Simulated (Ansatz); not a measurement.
Run this with the Ansatz DFT code, driven from Python and show what comes out.

Input file `insb3.extxyz`:
```text
4
Lattice="4.806367 0.0 0.0 0.0 4.806367 0.0 0.0 0.0 4.806367" Properties=species:S:1:pos:R:3 pbc="T T T"
In    0.00000000    0.00000000    0.00000000
Sb    2.40318350    0.00000000    2.40318350
Sb    0.00000000    2.40318350    2.40318350
Sb    2.40318350    2.40318350    0.00000000
```

The script, `run_relax.py`:
```python
# -*- coding: utf-8 -*-
'''Ionic relaxation of InSb3.'''

import argparse
import warnings

import ansatz as az
from ase import Atoms
from ase.data import atomic_numbers
from ase.neighborlist import neighbor_list
import numpy as np
import spglib

parser = argparse.ArgumentParser(description='Ionic relaxation of InSb3.')
parser.add_argument('--filling', required=True, help='how the bands are filled')
parser.add_argument('--tolerance', type=float, default=1e-06, help='SCF control')
parser.add_argument('--force-tol', type=float, required=True, help='force threshold (eV/A)')
args = parser.parse_args()

warnings.simplefilter('ignore', az.DeckWarning)

system = az.Crystal.from_extxyz('insb3.extxyz')
# push one atom off its site

setup = (
    system.move(0, to=(0.00624172, -0.00624172, 0.00624172)).calculation()
    .functional(az.Functional.PBESOL)
    .kpoints(2, center='monkhorst-pack')  # finer meshes matter most for metals
    .occupations(args.filling)  # no smearing
    .scf(tolerance=args.tolerance, algorithm='density_mixing')  # control of the self-consistency loop
    .relax(force_tolerance=args.force_tol, max_displacement=0.3)  # relax until the tolerances are met
)
steps = []


def follow(event):
    if event['event'] != 'relax_step':
        return
    row = event['data']
    steps.append(row)
    print(f'step {row["step"]:3d}  E = {row["lagrangian_ev"]:.5f} eV  Fmax = {row["allowed_force_max_ev_ang"]:.4f} eV/A')


outcome = setup.session().plan(threads=1).execute(on_event=follow)
report = outcome.report

first, last = steps[0], steps[-1]
symbols = [site.symbol for site in outcome.lattice.sites]
print(f'energy gained {first["lagrangian_ev"] - last["lagrangian_ev"]:.4f} eV in {len(steps) - 1} steps')

final = Atoms(symbols, positions=last['positions_ang'], cell=outcome.lattice.cell_ang, pbc=True)
i, j, d = neighbor_list('ijd', final, 4.0)
for atom in range(len(final)):
    near = np.argsort(np.where(i == atom, d, np.inf))[:4]
    print(f'{symbols[atom]}{atom}:', ', '.join(f'{symbols[j[m]]} {d[m]:.3f}' for m in near if i[m] == atom))

fractions = [site.position_frac for site in outcome.lattice.sites]
numbers = [atomic_numbers[s] for s in symbols]
for tolerance in (1e-3, 1e-2, 1e-1):
    print(f'space group at {tolerance} A:', spglib.get_spacegroup((outcome.lattice.cell_ang, fractions, numbers), symprec=tolerance))

print('relaxed fractional positions')
for site in outcome.lattice.sites:
    print(f'  {site.symbol:2s}', ' '.join(f'{v % 1:8.5f}' for v in np.round(site.position_frac, 5)))

print('%-22s %14.5f eV' % ('F = E - TS', report['free_energy_ev']))
print('%-22s %14.5f eV' % ('E', report['internal_energy_ev']))
print('%-22s %14.5f eV' % ('Harris-Foulkes', report['harris_foulkes_ev']))
print('%-22s %14.5f eV' % ('Fermi level', report['fermi_energy_ev']))
```

```console
$ python run_relax.py --filling fixed --force-tol 0.05
step   1  E = -24748.27223 eV  Fmax = 0.0554 eV/A
step   2  E = -24748.27648 eV  Fmax = 0.0883 eV/A
step   3  E = -24748.29686 eV  Fmax = 0.2112 eV/A
step   4  E = -24748.39980 eV  Fmax = 0.5444 eV/A
step   5  E = -24748.66323 eV  Fmax = 0.1258 eV/A
step   6  E = -24748.65694 eV  Fmax = 0.2241 eV/A
step   7  E = -24748.66725 eV  Fmax = 0.0086 eV/A
energy gained 0.3950 eV in 6 steps
In0: Sb 3.155, Sb 3.155, Sb 3.155, Sb 3.443
Sb1: Sb 3.011, Sb 3.011, In 3.155, Sb 3.421
Sb2: Sb 3.011, Sb 3.011, In 3.155, Sb 3.421
Sb3: Sb 3.011, Sb 3.011, In 3.155, Sb 3.421
space group at 0.001 A: R3m (160)
space group at 0.01 A: R3m (160)
space group at 0.1 A: R3m (160)
relaxed fractional positions
  In  0.04666  0.95334  0.04666
  Sb  0.50556  0.05154  0.50556
  Sb  0.94846  0.49444  0.50556
  Sb  0.50556  0.49444  0.94846
F = E - TS               -24748.66725 eV
E                        -24748.66725 eV
Harris-Foulkes           -24748.66725 eV
Fermi level                  10.22225 eV
```

Notes:
- The settings weren't tested for convergence.
- Energy and stress may still move on a finer k-point mesh.
- An absolute Fermi energy rests on an arbitrary zero of the periodic potential and has no direct meaning.
- Energies along a relaxation are free energies. A last row that repeats the one before re-solves the same geometry more tightly.
- The program warned that this SCF threshold is loose for forces or stresses.
- The cell relaxed to the group R3m; tensors and edges are in the axes of the typed cell.
- This cell is a computed structure, which may not be the phase found in nature.
- The script silences the warnings on its input, which a real study should read.
- Run time: 4.8 s on 1 thread of Intel(R) Xeon(R) Platinum 8375C CPU @ 2.90GHz (Ice Lake), on a shared host, peak memory 0.46 GiB.

(A comment or docstring line of the script was reworded after the run, the code is as it ran; lines on the test bed's own set-up are left out of the output.)
